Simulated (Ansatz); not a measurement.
# HfNH3+ (quartet): from Hartree-Fock to the top rungs, def2-SVP

The task here is to estimate one member of a computed series from the others.

Computed with Ansatz 0.2.0, Gaussian basis. Level: def2-SVP, core rule «outside noble gas», up to 5 orbitals frozen.

The runs, in order: UHF; CCSD(T) on ROHF; CCSD(T) on UHF; CISD; CCSDT(Q) on ROHF; CCSDT(Q) on UHF.

6 further runs of the same task are left out: 6 set aside as unsound or not needed.

## The geometry

The geometry is a PBE0/def2-TZVP stationary point (not a proven minimum) of the parent state, kept for this charge and spin. No spin-orbit coupling is included. Elements past krypton take def2 core potentials.

5 atoms, charge 1, spin multiplicity 4.

Atoms are counted from 1 here; the program's logs count them from 0.

Bond lengths: Hf1–N2 2.347 Å, N2–H3 1.020 Å, N2–H4 1.020 Å, N2–H5 1.020 Å. Angles: Hf1–N2–H3 111.5°, Hf1–N2–H4 111.5°, Hf1–N2–H5 111.5°, H3–N2–H4 107.4°, H3–N2–H5 107.4°, H4–N2–H5 107.4°.

Geometry (Å):

```xyz
5
H3HfN
Hf   -0.2102    0.0016    0.0016
N     2.1367   -0.0159   -0.0164
H     2.5032   -0.9679   -0.0144
H     2.5201    0.4600    0.8003
H     2.5074    0.4517   -0.8437
```

The first run:

Input file in.yaml:

```yaml
crystal:
  periodic: [false, false, false]
  atoms:
    - {symbol: Hf, position_ang: [-0.210200, 0.001568, 0.001612]}
    - {symbol: N, position_ang: [2.136700, -0.015941, -0.016386]}
    - {symbol: H, position_ang: [2.503190, -0.967894, -0.014388]}
    - {symbol: H, position_ang: [2.520091, 0.460019, 0.800319]}
    - {symbol: H, position_ang: [2.507421, 0.451692, -0.843682]}
basis:
  gaussian: {orbitals: def2-SVP}
total_charge: 1
magnetization: {spin_polarized: true, initial_magnetization: 3}
hamiltonian: {xc: hf}
output: {orbitals: {seedname: orbitals}}
```

The run is started by

```console
ansatz run in.yaml --threads 1 --pin off --events-out ev --progress --plain --max-ram 2816MiB --backend cpu
```

Steps of the session up to this table: UHF; CCSD(T) on ROHF; CCSD(T) on UHF; CISD; CCSDT(Q) on ROHF; CCSDT(Q) on UHF.

One table of the session follows, with a row left open; its other results are not shown here.

```
   method  from RCCSDT(Q) (kcal/mol)
     ROHF                    +143.51
      UHF                    +141.15
     RMP2                     +15.33
     UMP2                     +13.15
    RCCSD                      +3.57
    UCCSD                      +1.45
 RCCSD(T)                      +0.55
 UCCSD(T)                      -1.55
   RCCSDT                      +0.23
   UCCSDT                          ?
RCCSDT(Q)                          0
UCCSDT(Q)                      -2.03
```

Estimate the missing values for UCCSDT.

As computed: from RCCSDT(Q) (kcal/mol): -1.80. In the column «from RCCSDT(Q) (kcal/mol)» it lies between UCCSDT(Q) (-2.03) and UCCSD(T) (-1.55).

Not comparable, so not listed: CISD (they don't share determinant, frozen orbitals or solution with the rows shown, or repeat one).

To keep in mind: Restricted and unrestricted rows rest on different reference determinants; where their highest levels disagree by more than a few hundredths of an eV, they describe different states and don't form one ladder.
